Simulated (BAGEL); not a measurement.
# GaBH4O (SMILES B[O][GaH2]): levels of theory compared

We compute a comparison of 3 runs (B3LYP/cc-pVDZ, PBE0/cc-pVDZ, RI-MP2/cc-pVDZ) of GaBH4O. 

Program for the calculation: BAGEL 1.2.2.

2 further runs of the same task are left out: 2 that didn't finish.

**1. The system as given**

GaBH4O has 7 atoms, charge 0, and is taken as a singlet. As SMILES, `B[O][GaH2]`. The shape comes from GFN2-xTB, which is rough for such elements, and wasn't checked as a minimum.

Bond lengths: B1–O2 1.335 Å, O2–Ga3 1.721 Å, B1–H4 1.179 Å, B1–H5 1.179 Å, Ga3–H6 1.545 Å, Ga3–H7 1.545 Å. Angles: B1–O2–Ga3 178.8°, O2–B1–H4 119.5°, O2–B1–H5 119.7°, O2–Ga3–H6 115.9°, O2–Ga3–H7 115.9°, H4–B1–H5 120.7°, H6–Ga3–H7 128.2°.

**2. A single-point energy at B3LYP/cc-pVDZ (density fitting with qzvpp-jkfit) (run 1)**

job.json reads:

```json
{ "bagel": [

{
  "title": "molecule",
  "basis": "cc-pvdz.json",
  "df_basis": "qzvpp-jkfit",
  "angstrom": true,
  "geometry": [
    { "atom": "B", "xyz": [   -1.175600,    0.053230,   -0.972240 ] },
    { "atom": "O", "xyz": [   -0.139280,    0.022360,   -0.131330 ] },
    { "atom": "Ga", "xyz": [    1.181600,   -0.043570,    0.969890 ] },
    { "atom": "H", "xyz": [   -1.932940,   -0.849740,   -0.994720 ] },
    { "atom": "H", "xyz": [   -1.322890,    0.981270,   -1.684200 ] },
    { "atom": "H", "xyz": [    0.933020,    0.583150,    2.359830 ] },
    { "atom": "H", "xyz": [    2.456080,   -0.746700,    0.452770 ] }
  ]
},
{
  "title": "ks",
  "xc_func": "b3lyp"
},
{
  "title": "print",
  "file": "orbitals.molden",
  "orbitals": true
}

]}
```

The basis set cc-pVDZ is read from a file made from the Basis Set Exchange's data (not shown).

Started as:

```console
$ BAGEL_NUM_THREADS=1 BAGEL job.json > job.out
```

Log:

```text
* using 1 threads per process

  ===============================================================
  ===============================================================

  *** Geometry ***

  { "atom" : "B", "xyz" : [     -2.221562,      0.100590,     -1.837267 ] },
  { "atom" : "O", "xyz" : [     -0.263201,      0.042254,     -0.248178 ] },
  { "atom" : "Ga", "xyz" : [      2.232900,     -0.082335,      1.832826 ] },
  { "atom" : "H", "xyz" : [     -3.652727,     -1.605776,     -1.879748 ] },
  { "atom" : "H", "xyz" : [     -2.499900,      1.854332,     -3.182677 ] },
  { "atom" : "H", "xyz" : [      1.763152,      1.101994,      4.459432 ] },
  { "atom" : "H", "xyz" : [      4.641319,     -1.411058,      0.855611 ] },

  Number of auxiliary basis functions:      490

  Since a DF basis is specified, we compute 2- and 3-index integrals:
    o Being stored without compression. Storage requirement is 0.022 GB

  Number of basis functions:       75
  Number of electrons      :       48

    * METHOD: MOLECULE                             0.41

  *** Kohn-Sham DFT ***

    * Removing 10673 points whose weight is below 1.00e-10
    * Grid points: 93669

  === Nuclear Repulsion ===
   162.5475989074

       - DIIS with orbital gradients will be used.

  === KS iteration (b3lyp / cc-pvdz.json) ===
      0      -2008.19142988          0.08533308           0.48
      1      -1891.63753132          0.20789731           0.44
      2      -1981.76279423          0.12495514           0.43
      3      -2014.21628888          0.10522194           0.42
      4      -2018.88612010          0.11003261           0.42
      5      -2027.30147819          0.01307328           0.43
      6      -2027.34663048          0.00968379           0.43
      7      -2027.38510443          0.00313192           0.43
      8      -2027.38787140          0.00228890           0.43
      9      -2027.39025583          0.00065478           0.45
     10      -2027.39048477          0.00006569           0.44
     11      -2027.39048753          0.00000934           0.44
     12      -2027.39048758          0.00000093           0.44
     13      -2027.39048758          0.00000030           0.44
     14      -2027.39048758          0.00000009           0.44
     15      -2027.39048758          0.00000003           0.44
     16      -2027.39048758          0.00000001           0.44
    * SCF iteration converged.

    * Permanent dipole moment:
           (   -0.493571,     0.013654,    -0.403958) a.u.

    * METHOD: KS                                   8.17

    * METHOD: PRINT                                0.02

  ===============================================================
```

Run time: 9 s. Hardware: 1 thread of Arm Neoverse N1, shared host; peak memory 0.36 GiB.

**3. A single-point energy at PBE0/cc-pVDZ (density fitting with qzvpp-jkfit) (run 2)**

calc.json reads:

```json
{ "bagel": [

{
  "title": "molecule",
  "basis": "cc-pvdz.json",
  "df_basis": "qzvpp-jkfit",
  "angstrom": "true",
  "geometry": [
    { "atom": "B", "xyz": [      -1.175600,       0.053230,      -0.972240 ] },
    { "atom": "O", "xyz": [      -0.139280,       0.022360,      -0.131330 ] },
    { "atom": "Ga", "xyz": [       1.181600,      -0.043570,       0.969890 ] },
    { "atom": "H", "xyz": [      -1.932940,      -0.849740,      -0.994720 ] },
    { "atom": "H", "xyz": [      -1.322890,       0.981270,      -1.684200 ] },
    { "atom": "H", "xyz": [       0.933020,       0.583150,       2.359830 ] },
    { "atom": "H", "xyz": [       2.456080,      -0.746700,       0.452770 ] }
  ]
},

{ "title": "ks", "xc_func": "pbe0" },

{ "title": "print", "file": "orbitals.molden", "orbitals": "true" }

]}
```

The basis set cc-pVDZ is read from a file made from the Basis Set Exchange's data (not shown).

Started as:

```console
$ BAGEL_NUM_THREADS=1 BAGEL calc.json > calc.out
```

Log:

```text
* using 1 threads per process

  ===============================================================
  ===============================================================

  *** Geometry ***

  { "atom" : "B", "xyz" : [     -2.221562,      0.100590,     -1.837267 ] },
  { "atom" : "O", "xyz" : [     -0.263201,      0.042254,     -0.248178 ] },
  { "atom" : "Ga", "xyz" : [      2.232900,     -0.082335,      1.832826 ] },
  { "atom" : "H", "xyz" : [     -3.652727,     -1.605776,     -1.879748 ] },
  { "atom" : "H", "xyz" : [     -2.499900,      1.854332,     -3.182677 ] },
  { "atom" : "H", "xyz" : [      1.763152,      1.101994,      4.459432 ] },
  { "atom" : "H", "xyz" : [      4.641319,     -1.411058,      0.855611 ] },

  Number of auxiliary basis functions:      490

  Since a DF basis is specified, we compute 2- and 3-index integrals:
    o Being stored without compression. Storage requirement is 0.022 GB

  Number of basis functions:       75
  Number of electrons      :       48

    * METHOD: MOLECULE                             0.39

  *** Kohn-Sham DFT ***

    * Removing 10673 points whose weight is below 1.00e-10
    * Grid points: 93669

  === Nuclear Repulsion ===
   162.5475989074

       - DIIS with orbital gradients will be used.

  === KS iteration (pbe0 / cc-pvdz.json) ===
      0      -2007.79973437          0.08519546           0.46
      1      -1891.85532920          0.20787676           0.42
      2      -1981.59126725          0.12416917           0.42
      3      -2013.89203721          0.10368730           0.42
      4      -2018.65937408          0.10887070           0.42
      5      -2026.87096588          0.01263235           0.42
      6      -2026.92046104          0.00839769           0.42
      7      -2026.95123894          0.00245670           0.42
      8      -2026.95341989          0.00155997           0.42
      9      -2026.95456002          0.00041872           0.42
     10      -2026.95465194          0.00003958           0.42
     11      -2026.95465297          0.00000543           0.42
     12      -2026.95465299          0.00000057           0.42
     13      -2026.95465299          0.00000013           0.42
     14      -2026.95465299          0.00000012           0.42
     15      -2026.95465299          0.00000001           0.42
     16      -2026.95465299          0.00000000           0.42
    * SCF iteration converged.

    * Permanent dipole moment:
           (   -0.506094,     0.013772,    -0.414084) a.u.

    * METHOD: KS                                   7.91

    * METHOD: PRINT                                0.03

  ===============================================================
```

Wall time 8.7 s (1 thread of Arm Neoverse N1, shared host); peak memory 0.36 GiB.

**4. A single-point energy at RI-MP2/cc-pVDZ (density fitting with qzvpp-jkfit) (run 3)**

mp2.json reads:

```json
{ "bagel": [

{
  "title": "molecule",
  "basis": "cc-pvdz.json",
  "df_basis": "qzvpp-jkfit",
  "angstrom": true,
  "geometry": [
    { "atom": "B", "xyz": [   -1.175600,    0.053230,   -0.972240 ] },
    { "atom": "O", "xyz": [   -0.139280,    0.022360,   -0.131330 ] },
    { "atom": "Ga", "xyz": [    1.181600,   -0.043570,    0.969890 ] },
    { "atom": "H", "xyz": [   -1.932940,   -0.849740,   -0.994720 ] },
    { "atom": "H", "xyz": [   -1.322890,    0.981270,   -1.684200 ] },
    { "atom": "H", "xyz": [    0.933020,    0.583150,    2.359830 ] },
    { "atom": "H", "xyz": [    2.456080,   -0.746700,    0.452770 ] }
  ]
},
{
  "title": "hf"
},
{
  "title": "mp2",
  "ncore": 11
}

]}
```

The basis set cc-pVDZ is read from a file made from the Basis Set Exchange's data (not shown).

Started as:

```console
$ BAGEL_NUM_THREADS=1 BAGEL mp2.json > mp2.out
```

Log:

```text
* using 1 threads per process

  ===============================================================
  ===============================================================

  *** Geometry ***

  { "atom" : "B", "xyz" : [     -2.221562,      0.100590,     -1.837267 ] },
  { "atom" : "O", "xyz" : [     -0.263201,      0.042254,     -0.248178 ] },
  { "atom" : "Ga", "xyz" : [      2.232900,     -0.082335,      1.832826 ] },
  { "atom" : "H", "xyz" : [     -3.652727,     -1.605776,     -1.879748 ] },
  { "atom" : "H", "xyz" : [     -2.499900,      1.854332,     -3.182677 ] },
  { "atom" : "H", "xyz" : [      1.763152,      1.101994,      4.459432 ] },
  { "atom" : "H", "xyz" : [      4.641319,     -1.411058,      0.855611 ] },

  Number of auxiliary basis functions:      490

  Since a DF basis is specified, we compute 2- and 3-index integrals:
    o Being stored without compression. Storage requirement is 0.022 GB

  Number of basis functions:       75
  Number of electrons      :       48

    * METHOD: MOLECULE                             0.40

  *** RHF ***

  === Nuclear Repulsion ===
   162.5475989074

      * DIIS with orbital gradients will be used.

  === RHF iteration (cc-pvdz.json) ===
      0      -2024.93494315          0.01778982           0.09
      1      -2025.02845963          0.01563003           0.09
      2      -2025.13579087          0.00140120           0.09
      3      -2025.13712959          0.00023910           0.09
      4      -2025.13715612          0.00005554           0.09
      5      -2025.13715781          0.00000546           0.09
      6      -2025.13715784          0.00000112           0.09
      7      -2025.13715784          0.00000041           0.09
      8      -2025.13715784          0.00000010           0.09
      9      -2025.13715784          0.00000003           0.09
     10      -2025.13715784          0.00000002           0.09
     11      -2025.13715784          0.00000000           0.09
    * SCF iteration converged.

    * Permanent dipole moment:
           (   -0.494569,     0.009851,    -0.402777) a.u.

    * METHOD: HF                                   1.35

  *** RHF ***

  === Nuclear Repulsion ===
   162.5475989074

      * DIIS with orbital gradients will be used.

  === RHF iteration (cc-pvdz.json) ===
      0      -2025.13715784          0.00000000           0.09
    * SCF iteration converged.

    * Permanent dipole moment:
           (   -0.494569,     0.009851,    -0.402777) a.u.

  === DF-MP2 calculation ===

    * freezing 11 orbitals
    * 3-index integral transformation done
    * assembly done

      MP2 correlation energy:   -0.3560856678      0.05

      MP2 total energy:       -2025.4932435065

    * METHOD: MP2                                  0.24

  ===============================================================
```

Wall time 2.1 s (1 thread of Arm Neoverse N1, shared host); peak memory 0.11 GiB.

**5. All runs side by side**

```csv
run,level,frozen core orbitals,energy (Eh),dipole moment (D),HOMO energy (eV),LUMO energy (eV),wall time
1,B3LYP/cc-pVDZ (density fitting with qzvpp-jkfit),–,-2027.390488,1.62,-7.56,-1.64,9 s
2,PBE0/cc-pVDZ (density fitting with qzvpp-jkfit),–,-2026.954653,1.66,-7.76,-1.36,8.7 s
3,RI-MP2/cc-pVDZ (density fitting with qzvpp-jkfit),11,-2025.493244,–,–,–,2.1 s
```

**6. Results**

| quantity | value |
| --- | --- |
| run 3: total energy | -2025.49324 Eh |
| run 3: correlation energy (11 core orbitals frozen) | -356.1 mEh |

**Reading.** Totals of different functionals can't be ranked against each other. All runs together took 20 s, the longest 9 s.
